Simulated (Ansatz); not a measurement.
**CH₆FNOSi₂: a ladder of functionals and wavefunction methods**

The task here is to estimate one member of a computed series from the others.

Computed with Ansatz 0.2.0, Gaussian basis. Level: functionals in def2-TZVPP, the program's frozen cores in correlated methods.

Plan: PBE-D4, r2SCAN-D4, PBE0-D4, B3LYP-D4, ωB97X-V, ωB97M-V, B2PLYP; CCSD(T)/def2-TZVPP; MP2/def2-QZVPP; extrapolation to the limit.

**The geometry**

An earlier PBE0-D4 in a triple-zeta def2 set relaxation fixed the geometry.

SMILES `N=C[Si](O)(F)[SiH3]`, 12 atoms, charge 0, spin multiplicity 1.

Atoms are counted from 1 here; the program's logs count them from 0.

Bond lengths: N1–C2 1.271 Å, N1–H7 1.022 Å, C2–Si3 1.895 Å, C2–H8 1.098 Å, Si3–O4 1.628 Å, Si3–F5 1.602 Å, Si3–Si6 2.340 Å, O4–H9 0.969 Å, Si6–H10 1.488 Å, Si6–H11 1.486 Å, Si6–H12 1.487 Å. Angles: C2–N1–H7 113.0°, N1–C2–Si3 114.2°, N1–C2–H8 122.3°, Si3–C2–H8 123.6°, C2–Si3–O4 104.0°, C2–Si3–F5 106.7°, C2–Si3–Si6 115.9°, O4–Si3–F5 111.5°, O4–Si3–Si6 111.4°, F5–Si3–Si6 107.4°, Si3–O4–H9 110.6°, Si3–Si6–H10 110.0°, Si3–Si6–H11 110.2°, Si3–Si6–H12 109.3°, H10–Si6–H11 109.1°, H10–Si6–H12 108.7°, H11–Si6–H12 109.5°.

Coordinates:

```xyz
12
charge 0, multiplicity 1
N    -2.2408   -0.3491   -0.7759
C    -1.2407    0.4304   -0.8665
Si    0.4173   -0.3826   -0.4407
O     0.0261   -1.9305   -0.1240
F     1.3359   -0.2645   -1.7481
Si    1.6019    0.5780    1.3336
H    -3.1226    0.1022   -1.0252
H    -1.3408    1.4795   -1.1760
H    -0.9151   -2.0857   -0.2961
H     1.9515    1.9872    1.0080
H     2.8502   -0.1864    1.5899
H     0.7542    0.5661    2.5551
```

Set-up of the first run:

in.yaml reads:

```yaml
crystal:
  periodic: [false, false, false]
  atoms:
    - {symbol: N, position_ang: [-2.240759, -0.349093, -0.775866]}
    - {symbol: C, position_ang: [-1.240737, 0.430362, -0.866527]}
    - {symbol: Si, position_ang: [0.417260, -0.382573, -0.440724]}
    - {symbol: O, position_ang: [0.026085, -1.930463, -0.124028]}
    - {symbol: F, position_ang: [1.335889, -0.264497, -1.748082]}
    - {symbol: Si, position_ang: [1.601888, 0.577965, 1.333623]}
    - {symbol: H, position_ang: [-3.122629, 0.102244, -1.025239]}
    - {symbol: H, position_ang: [-1.340792, 1.479491, -1.176021]}
    - {symbol: H, position_ang: [-0.915124, -2.085672, -0.296077]}
    - {symbol: H, position_ang: [1.951484, 1.987174, 1.007968]}
    - {symbol: H, position_ang: [2.850183, -0.186378, 1.589908]}
    - {symbol: H, position_ang: [0.754151, 0.566141, 2.555068]}
basis:
  gaussian: {orbitals: def2-TZVPP}
hamiltonian: {xc: pbe, dispersion: d4}
output: {forces: true, orbitals: {seedname: orbitals}}
```

Started as:

```bash
$ ansatz run in.yaml --threads 2 --pin off --events-out ev --progress --plain --max-ram 22528MiB --backend cuda --devices 0, --max-vram 18GiB
```

Steps of the session up to this table: PBE-D4 (GGA); r2SCAN-D4 (meta-GGA); PBE0-D4 (hybrid); B3LYP-D4 (hybrid); ωB97X-V (range-separated); ωB97M-V (range-separated); B2PLYP (double hybrid); CCSD(T) in def2-TZVPP; MP2 in def2-QZVPP.

One table of the session follows, with a row left open; its other results are not shown here.

```
            method  atomisation energy (kJ/mol)
            PBE-D4                       4504.1
         r2SCAN-D4                       4428.7
           PBE0-D4                       4402.4
          B3LYP-D4                       4429.5
           ωB97X-V                            ?
           ωB97M-V                       4444.9
            B2PLYP                       4380.4
     HF/def2-TZVPP                       3136.7
    MP2/def2-TZVPP                       4385.6
   CCSD/def2-TZVPP                       4232.7
CCSD(T)/def2-TZVPP                       4305.5
           MP2/CBS                       4525.2
       CCSD(T)/CBS                       4445.2
```

Q: Estimate the row for ωB97X-V from the others.

The run gave: atomisation energy (kJ/mol): 4457.9. In the column «atomisation energy (kJ/mol)» it lies between CCSD(T)/CBS (4445.2) and PBE-D4 (4504.1).
